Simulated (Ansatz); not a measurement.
Working through a single point in a Gaussian basis of CH6F2Si2, SMILES F[SiH2]C[SiH2]F

Computed with Ansatz 0.2.0 through its Python package.

Input file `ch6f2si2.xyz`:
```text
11

F    -1.54030    1.85900    1.48930
Si   -0.31170    1.24370    0.75350
C    -0.81900   -0.32320   -0.04370
Si    0.74610   -1.07980   -0.73510
F     1.34820   -0.06210   -1.85110
H     0.75000    0.98120    1.83350
H     0.26200    2.23680   -0.17000
H    -1.51830   -0.14220   -0.84430
H    -1.31170   -0.99530    0.66500
H     0.42120   -2.36770   -1.38190
H     1.79880   -1.32350    0.29290
```

Run as a notebook:

In [1]:
```python
import ansatz as az

ch6f2si2 = az.Crystal.molecule_from_extxyz("ch6f2si2.xyz")
```

In [2]:
```python
job = (
    ch6f2si2.calculation()
    .basis(gaussian="STO-3G")
    .correlation("ccsd")
)
res = job.run()
rep = res.report

rep["n_occupied"], rep["n_virtual"]
```
Out [2]:
```text
([16, 16], [10, 10])
```

In [3]:
```python
rep["mean_field"]["state"]["spin_squared"]
```
Out [3]:
```text
-7.815970093361102e-14
```

In [4]:
```python
type(res).__name__, type(rep).__name__
```
Out [4]:
```text
('RunOutcome', 'dict')
```

In [5]:
```python
for key in ("converged", "free_energy_ev", "reference_energy_ev", "n_frozen", "n_occupied", "n_virtual"):
    print(f"{key:22s} {rep[key]}")
```
```text
converged              True
free_energy_ev         -21998.66686655359
reference_energy_ev    -21993.027434603988
n_frozen               13
n_occupied             [16, 16]
n_virtual              [10, 10]
```

In [6]:
```python
print("correlation energy", round(rep["free_energy_ev"] - rep["reference_energy_ev"], 5), "eV")
cluster = rep["correlation"].get("coupled_cluster")
if cluster:
    print("cycles", cluster["cycles"], " T1 diagnostic", round(cluster["t1_diagnostic"], 4), " largest double", round(cluster["largest_double"], 4))

field = rep["mean_field"]
print("<S^2> =", round(abs(field["state"]["spin_squared"]), 4), " all-electron relativity setting:", field["relativity"])
print("passes:", field["passes"])
if "symmetry" in field:
    print("occupied orbitals by irrep:", field["symmetry"]["occupied"])
```
```text
correlation energy -5.63943 eV
cycles 8  T1 diagnostic 0.0082  largest double 0.034
<S^2> = 0.0  all-electron relativity setting: none
passes: {'evaluations': 19, 'products': 28}
occupied orbitals by irrep: [{'A': 29}, {'A': 29}]
```

The settings weren't tested for convergence. The geometry is a force-field or estimated start, not a minimum of this method, and the basis set is short of its limit. Inner cores stay frozen, so this is valence correlation. S² is that of the Hartree-Fock reference. Finished in 0.9 s on 1 thread of Arm Neoverse V1, with other jobs on the host, peak memory 0.14 GiB.
